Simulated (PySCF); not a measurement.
# Ge2H6: NMR shifts and spin-spin couplings

Wanted: the NMR shifts and spin-spin couplings of Ge2H6 (`[GeH3][GeH3]`), by calculation.

Computed with PySCF 2.14.0, with density-fitted response routines of our own, on a single molecule in the gas phase. Atoms count from 0, in the outputs and in this text.

## Step 1: The molecule as given

8 atoms, charge 0, multiplicity 1; geometry from: GFN2-xTB.

Bonds of the start (Å): Ge0–Ge1 2.36, Ge0–H2 1.50, Ge0–H3 1.50, Ge0–H4 1.50, Ge1–H5 1.50, Ge1–H6 1.50, Ge1–H7 1.50.

## Step 2: Nuclear shieldings: PBE0/pcSseg-1

What the job is given:

```
{"job": {"kind": "nmr", "xc": "PBE0", "basis": "pcSseg-1"}, "charge": 0, "multiplicity": 1}
Ge    -1.174222     0.116288    -0.021321
Ge     1.177892    -0.112085     0.014590
H     -1.841042    -0.802879    -0.998370
H     -1.630168     1.494280    -0.391267
H     -1.814067    -0.172924     1.301730
H      1.626287    -1.493376     0.381430
H      1.845989     0.800996     0.996493
H      1.818389     0.179114    -1.307850
```

With the program's defaults for keys left out, this is: GIAO PBE0/pcSseg-1 NMR shielding, non-relativistic, gas phase.

**Question.** This job is followed by: B3LYP/pcJ-1 Ge:pcSseg-1 indirect spin-spin coupling, non-relativistic, gas phase. What will the session give for the following? ¹H shifts against TMS (PBE0/pcSseg-1, means over atoms taken as alike); ⁷³Ge shifts against GeMe4 (PBE0/pcSseg-1, means over atoms taken as alike); largest coupling of the table (B3LYP/pcSseg-1+pcJ-1).

As calculated:

```
                                                                  quantity                  value
    ¹H shifts against TMS (PBE0/pcSseg-1, means over atoms taken as alike)               3.24 ppm
⁷³Ge shifts against GeMe4 (PBE0/pcSseg-1, means over atoms taken as alike)               -357 ppm
                      largest coupling of the table (B3LYP/pcSseg-1+pcJ-1)  ³J(H,H) H2–H5, 4.1 Hz
```

In words: At PBE0/pcSseg-1: The largest span, 43 ppm, is at Ge0, Ge1, where the paramagnetic term is -1067 ppm. In the run at B3LYP/pcSseg-1+pcJ-1, the largest coupling of the table is H2–H5 (mean over like pairs), 4.1 Hz, of which the Fermi-contact term gives 5.7 Hz. Spin-orbit coupling is left out, which matters for shieldings and couplings at and beside the heavy atoms.
